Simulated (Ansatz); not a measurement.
The system is MnCl2O2.

```
Mn Cl O
1.0
     3.55925   -3.65999    0.00000
     3.55925    3.65999    0.00000
    -0.67439    0.00000    3.58002
Mn Cl O
1 2 2
Direct
  0.00000 0.00000 0.00000
  0.24463 0.24463 0.55839
  0.75538 0.75538 0.44161
  0.76084 0.23916 0.00000
  0.23916 0.76084 0.00000
```

The cell comes from a database or a generator and needn't be the stable form of this composition.

| Quantity | Value |
| --- | --- |
| Program | Ansatz 0.2.0 |
| Task | single point |
| Functional | PBE |
| Potentials or basis | Ansatz PAW |
| Cutoff | 420 eV (not typed: the program's choice for these potentials) |
| k mesh | 5 × 5 × 8 |
| Occupations | fermi-dirac, width 0.05 eV |
| Spin | collinear spin, ferromagnetic start |
| Starting moments | [4.0, 0.0, 0.0, 0.0, 0.0] μB |

On this cell: pressure -8.4 GPa; largest force 2.909 eV/Å; net moment 1.00 μB per cell; site moments Mn +1.76; Cl -0.10; O -0.39 μB; band gap on the k mesh none (metal or under the smearing width).

The same run follows on a disturbed copy (atoms moved at random, drawn with an rms of 0.05 Å):

```xyz
5
Lattice="3.5593 -3.6600 0.0000 3.5593 3.6600 0.0000 -0.6744 0.0000 3.5800" Properties=species:S:1:pos:R:3 pbc="T T T"
Mn    0.0015    0.0142   -0.0021
Cl    1.3476    0.0245    1.9632
Cl    5.0597    0.0011    1.6037
O     3.4816   -1.9148    0.0099
O     3.5542    1.8733   -0.0101
```

Question: What does the disturbed cell give?

Answer: The energy (extrapolated to zero smearing) moves by +20.2 meV/atom; pressure -8.3 GPa; largest force 3.015 eV/Å; net moment 1.00 μB per cell; site moments Mn +1.85; Cl -0.09, -0.11; O -0.31, -0.58 μB; band gap on the k mesh none (metal or under the smearing width).

Forces on the atoms (eV/Å):
```
Mn  -0.173 -0.075 -0.023
Cl  -0.776 -0.037  0.007
Cl   0.778 -0.081  0.000
O    0.187 -2.822 -0.020
O   -0.017  3.015  0.036
```

Stress tensor (GPa, compression positive):
```
 -3.88   0.44   1.54
  0.44 -16.92  -0.31
  1.54  -0.31  -4.12
```

Caveats: a cell with one magnetic atom can't hold antiferromagnetic order, which such compounds often take; semilocal functionals often make such compounds metallic where correlation or magnetic order opens a gap, which also shifts bond lengths; forces of over 1 eV/Å show positions far from the minimum, so gaps and moduli don't describe the material at rest (some runs).
